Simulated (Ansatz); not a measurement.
# Hf3Si2N: the cost of one run

Computed with Ansatz 0.2.0 (DFT PBE, scalar-relativistic, plane waves, PAW, unless a step's input says otherwise).

## (1) The system as given

It takes space group P-6m2 (No. 187, hexagonal). The conventional cell has a = 4.077 Å, b = 4.077 Å, c = 8.882 Å, α = 90.00°, β = 90.00°, γ = 120.00°. Hf (site symmetry -6m2) is surrounded by 3 Hf at 2.35 Å and 6 Si at 3.23 Å. Hf (site symmetry -6m2) has 3 N at 2.35 Å and 6 Si at 3.25 Å in its first shell of neighbours. Around Si (site symmetry 3m) lie 9 Hf at 3.23 to 3.25 Å and 3 N at 3.25 Å. N (site symmetry -6m2) has 3 Hf at 2.35 Å in its first shell of neighbours.

Structure file:

```cif
data_structure
_symmetry_space_group_name_H-M 'P 1'
_symmetry_Int_Tables_number 1
_cell_length_a 4.0771
_cell_length_b 4.0771
_cell_length_c 8.8817
_cell_angle_alpha 90.000
_cell_angle_beta 90.000
_cell_angle_gamma 120.000
_cell_volume 127.86
loop_
_atom_site_label
_atom_site_type_symbol
_atom_site_fract_x
_atom_site_fract_y
_atom_site_fract_z
_atom_site_occupancy
Hf1 Hf 0.66667 0.33333 0.50000 1
Hf2 Hf 0.00000 0.00000 0.00000 1
Hf3 Hf 0.00000 0.00000 0.50000 1
Si1 Si 0.33333 0.66667 0.25167 1
Si2 Si 0.33333 0.66667 0.74833 1
N1 N 0.66667 0.33333 0.00000 1
```

Recipe of the guess: species swapped into a database cell of Sr2Al3Ge (P-6m2, No. 187), with Si on the Sr sites, Hf on the Al sites and N on the Ge sites. The dimensions are guesses.

## (2) The guess as it stands, on a coarse mesh

input.yaml reads:

```yaml
crystal:
  lattice:
    - [4.07706678, 0.0, 0.0]
    - [-2.03853339, 3.53084341, 0.0]
    - [0.0, 0.0, 8.88168071]
  atoms:
    - { symbol: Hf, position: [0.66666667, 0.33333333, 0.5] }
    - { symbol: Hf, position: [0.0, 0.0, 0.0] }
    - { symbol: Hf, position: [0.0, 0.0, 0.5] }
    - { symbol: Si, position: [0.33333333, 0.66666667, 0.251672] }
    - { symbol: Si, position: [0.33333333, 0.66666667, 0.748328] }
    - { symbol: "N", position: [0.66666667, 0.33333333, 0.0] }
basis:
  ecutwfc: 420
kpoints:
  mp_grid: { grid: [6, 6, 2] }
hamiltonian:
  xc: pbe
scf:
  occupations: { method: gaussian, width: 0.1 }
  lower_state_search: "off"
output:
  forces: true
  stress: true
  eigenvalues: true
```

Run with:

```console
ansatz run input.yaml --threads 1 --pin off --max-ram 2560MiB --backend cpu --events-out ev --progress --plain --runs-dir out
```

Q: Estimate wall time and peak memory on 1 thread of Intel Xeon at 2.50GHz (Skylake/Cascade Lake), shared host.

About 20 s, with a peak of 0.41 GiB.
